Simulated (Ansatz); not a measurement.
# CH2Ge (triplet): wave-function methods side by side, cc-pVTZ

One table from this session's results is given with a row withheld; the runs are named, their logs left out.

Computed with Ansatz 0.2.0, Gaussian basis. Level: cc-pVTZ, core rule «outside noble gas», up to 15 orbitals frozen.

The runs, in order: UHF; CCSD(T) on ROHF; CCSD(T) on UHF; BCCD(T) on ROHF; CCSDT(Q) on ROHF; CCSDT(Q) on UHF; CASSCF and MRCISD+Q, 10 electrons in 10 orbitals; CASSCF and NEVPT2, 10 electrons in 10 orbitals.

6 further runs of the same task are left out: 6 set aside as unsound or not needed.

## What is computed

The geometry is a PBE0/def2-TZVP stationary point (not a proven minimum). No spin-orbit coupling is included. The filled d shell of Ge may be among the frozen orbitals whatever the setting's name suggests; the logs give the count.

4 atoms, charge 0, spin multiplicity 3.

Atoms are counted from 1 here; the program's logs count them from 0.

Bond lengths: Ge1–C2 1.905 Å, Ge1–H3 1.592 Å, C2–H4 1.091 Å. Angles: C2–Ge1–H3 95.9°, Ge1–C2–H4 136.5°.

The first run:

Input file in.yaml:

```yaml
crystal:
  periodic: [false, false, false]
  atoms:
    - {symbol: Ge, position_ang: [0.000000, -0.044572, 0.290198]}
    - {symbol: C, position_ang: [0.000000, 0.182313, -1.601029]}
    - {symbol: H, position_ang: [0.000000, 1.508639, 0.640309]}
    - {symbol: H, position_ang: [0.000000, -0.468907, -2.476239]}
basis:
  gaussian: {orbitals: cc-pVTZ}
magnetization: {spin_polarized: true, initial_magnetization: 2}
hamiltonian: {xc: hf}
output: {orbitals: {seedname: orbitals}}
```

On the command line:

```bash
ansatz run in.yaml --threads 1 --pin off --events-out ev --progress --plain --max-ram 4096MiB --backend cpu
```

Among the steps run: UHF; CCSD(T) on ROHF; CCSD(T) on UHF; BCCD(T) on ROHF; CCSDT(Q) on ROHF; CCSDT(Q) on UHF; CASSCF and MRCISD+Q, 10 electrons in 10 orbitals; CASSCF and NEVPT2, 10 electrons in 10 orbitals.

One table of the session follows, with a row left open; its other results are not shown here.

| method | from UCCSDT(Q) (kJ/mol) |
| --- | --- |
| ROHF | +676.0 |
| UHF | +658.5 |
| RMP2 | +126.0 |
| UMP2 | ? |
| RCCSD | +31.7 |
| UCCSD | +31.2 |
| RCCSD(T) | +6.3 |
| UCCSD(T) | +6.3 |
| BCCD(T) | +5.8 |
| RCCSDT | +1.7 |
| UCCSDT | +1.5 |
| RCCSDT(Q) | +0.3 |
| UCCSDT(Q) | 0 |
| CASSCF valence | +467.4 |
| NEVPT2 valence | +104.3 |
| MRCISD valence | +38.7 |
| MRCISD+Q valence | +7.5 |

Q: Estimate the row for UMP2 from the others.

The run gave: from UCCSDT(Q) (kJ/mol): +126.4. In the column «from UCCSDT(Q) (kJ/mol)» it lies between RMP2 (+126.0) and CASSCF valence (+467.4).

Some runs used a GPU and others CPU threads alone; cost is compared among the GPU runs only.

Among the levels timed on like hardware and quicker than the yardstick, those that no quicker one beats, quickest first: MRCISD+Q valence (9 s, +7.5 kJ/mol); UCCSD(T) (10 s, +6.3 kJ/mol); BCCD(T) (10 s, +5.8 kJ/mol); RCCSDT(Q) (16 s, +0.3 kJ/mol).

Limits of these values: Of the multireference levels listed MRCISD+Q valence comes nearest in total energy (+7.5 kJ/mol), which doesn't show that its space is the better one. Restricted and unrestricted rows rest on different reference determinants; where their highest levels disagree by more than a few hundredths of an eV, they describe different states and don't form one ladder.
